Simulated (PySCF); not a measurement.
**SiHSeF3 (SMILES F[Si](F)(F)[SeH]) at HF/aug-cc-pVDZ**

Aim: the vertical ionisation energy of SiHSeF3 at HF/aug-cc-pVDZ, from 2 runs. 

Program for the calculation: PySCF 2.14.0.

10 further runs of the same task are left out: 10 set aside as unsound or not needed.

## 1. Starting point

SiHSeF3: 6 atoms, total charge 0, spin state singlet. As SMILES, `F[Si](F)(F)[SeH]`. Geometry: a GFN2-xTB relaxation, a rough one for these elements and not checked as a minimum.

Bond lengths: F1–Si2 1.583 Å, Si2–F3 1.578 Å, Si2–F4 1.583 Å, Si2–Se5 2.208 Å, Se5–H6 1.443 Å. Angles: F1–Si2–F3 105.6°, F1–Si2–F4 103.2°, F1–Si2–Se5 115.5°, F3–Si2–F4 105.7°, F3–Si2–Se5 110.6°, F4–Si2–Se5 115.4°, Si2–Se5–H6 95.1°.

## 2. A single-point energy at HF/aug-cc-pVDZ

File geometry.xyz:

```xyz
6
F3HSeSi
F      0.201780    -0.409930     1.678620
Si     0.183830    -0.449690     0.095950
F     -0.114710    -1.950480    -0.287830
F      1.700060    -0.203710    -0.288180
Se    -1.269790     0.901590    -0.870600
H     -0.701170     2.112210    -0.327950
```

File input.py:

```python
from pyscf import gto

mol = gto.M(
    atom='geometry.xyz',
    max_memory=1860,
    basis='aug-cc-pvdz',
    verbose=4,
)

mf = mol.RHF()
mf.conv_tol = 0.01
mf.kernel()

e_final = mf.e_tot
print('Final energy', e_final)
```

Command:

```bash
$ OMP_NUM_THREADS=1 python input.py
```

The program printed:

```text
PySCF version 2.14.0

[INPUT] num. atoms = 6
[INPUT] num. electrons = 76
[INPUT] charge = 0
[INPUT] spin (= nelec alpha-beta = 2S) = 0
[INPUT] symmetry False subgroup None
[INPUT] Mole.unit = angstrom
[INPUT] Symbol           X                Y                Z      unit          X                Y                Z       unit  Magmom
[INPUT]  1 F      0.201780000000  -0.409930000000   1.678620000000 AA    0.381308937415  -0.774655430243   3.172132067217 Bohr   0.0
[INPUT]  2 Si     0.183830000000  -0.449690000000   0.095950000000 AA    0.347388353479  -0.849790940956   0.181319221652 Bohr   0.0
[INPUT]  3 F     -0.114710000000  -1.950480000000  -0.287830000000 AA   -0.216770483749  -3.685873011442  -0.543919870434 Bohr   0.0
[INPUT]  4 F      1.700060000000  -0.203710000000  -0.288180000000 AA    3.212647795328  -0.384956108835  -0.544581274577 Bohr   0.0
[INPUT]  5 Se    -1.269790000000   0.901590000000  -0.870600000000 AA   -2.399555335711   1.703758176647  -1.645195564046 Bohr   0.0
[INPUT]  6 H     -0.701170000000   2.112210000000  -0.327950000000 AA   -1.325019266761   3.991498417568  -0.619735682551 Bohr   0.0

nuclear repulsion = 463.297529401224
number of shells = 46
number of NR pGTOs = 252
number of NR cGTOs = 141
basis = aug-cc-pvdz
ecp = {}

******** <class 'pyscf.scf.hf.RHF'> ********
method = RHF
initial guess = minao
damping factor = 0
level_shift factor = 0
DIIS = <class 'pyscf.scf.diis.CDIIS'>
diis_start_cycle = 1
diis_space = 8
diis_damp = 0
SCF conv_tol = 0.01
SCF conv_tol_grad = None
SCF max_cycles = 50
direct_scf = True
direct_scf_tol = 1e-13
Set gradient conv threshold to 0.1
Initial guess from minao.
init E= -2987.41823057204
  HOMO = -0.31308903609707  LUMO = 0.0113146754699915  gap/eV = 8.82747
cycle= 1 E= -2987.79530317193  delta_E= -0.377  |g|= 0.722  |ddm|= 2.54
  HOMO = -0.433120236122444  LUMO = 0.0180361724738756  gap/eV = 12.27659
cycle= 2 E= -2987.8767246542  delta_E= -0.0814  |g|= 0.403  |ddm|= 0.891
  HOMO = -0.408537368697131  LUMO = 0.0271983587762357  gap/eV = 11.85697
cycle= 3 E= -2987.90361067079  delta_E= -0.0269  |g|= 0.0485  |ddm|= 0.272
  HOMO = -0.401954733605546  LUMO = 0.0305074229036899  gap/eV = 11.76789
cycle= 4 E= -2987.90439443069  delta_E= -0.000784  |g|= 0.0115  |ddm|= 0.0747
  HOMO = -0.402409686296917  LUMO = 0.0304376400023347  gap/eV = 11.77838
Extra cycle  E= -2987.9044613045  delta_E= -6.69e-05  |g|= 0.00407  |ddm|= 0.0213
converged SCF energy = -2987.9044613045
Final energy -2987.9044613045035
```

It took 5.7 s on 1 thread of Arm Neoverse V1, shared host; peak memory 0.5 GiB.

## 3. The doublet cation at the same level

File run.py:

```python
from pyscf import gto

mol = gto.M(
    atom=[
    ('F', (0.201780, -0.409930, 1.678620)),
    ('Si', (0.183830, -0.449690, 0.095950)),
    ('F', (-0.114710, -1.950480, -0.287830)),
    ('F', (1.700060, -0.203710, -0.288180)),
    ('Se', (-1.269790, 0.901590, -0.870600)),
    ('H', (-0.701170, 2.112210, -0.327950)),
],
    max_memory=1860,
    spin=1,
    verbose=3,
    charge=1,
    basis='aug-cc-pvdz',
)

mf = mol.UHF()
mf.conv_tol = 0.01
mf.kernel()

energy = mf.e_tot
print(f'total energy: {energy:.8f} hartree')
```

Command:

```bash
$ OMP_NUM_THREADS=1 python run.py
```

The program printed:

```text
converged SCF energy = -2987.54414618459  <S^2> = 0.75917128  2S+1 = 2.0091504
total energy: -2987.54414618 hartree
```

It took 7.2 s on 1 thread of Arm Neoverse V1, shared host; peak memory 0.5 GiB.

## 4. Summary of results

Level: HF/aug-cc-pVDZ.

```
                                          quantity           value
                     singlet SiHSeF3: total energy  -2987.90446 Eh
                    singlet SiHSeF3: dipole moment          2.50 D
                      singlet SiHSeF3: HOMO energy       -10.95 eV
                      singlet SiHSeF3: LUMO energy         0.83 eV
                    singlet SiHSeF3: HOMO–LUMO gap        11.78 eV
                      doublet cation: total energy  -2987.54415 Eh
doublet cation: HOMO energy (highest over α and β)       -20.64 eV
 doublet cation: LUMO energy (lowest over α and β)        -8.85 eV
                              doublet cation: ⟨S²⟩           0.759
vertical ionisation energy (to the doublet cation)        9.805 eV
```

What this shows: Removing an electron at fixed nuclei costs 9.80 eV (946 kJ/mol). −ε(HOMO) before ionisation, 10.95 eV, is 1.15 eV above this ionisation energy. Mulliken charges (doublet cation) run from -0.76 on F1 to +2.83 on Si2; in a basis this large or diffuse they mean little.
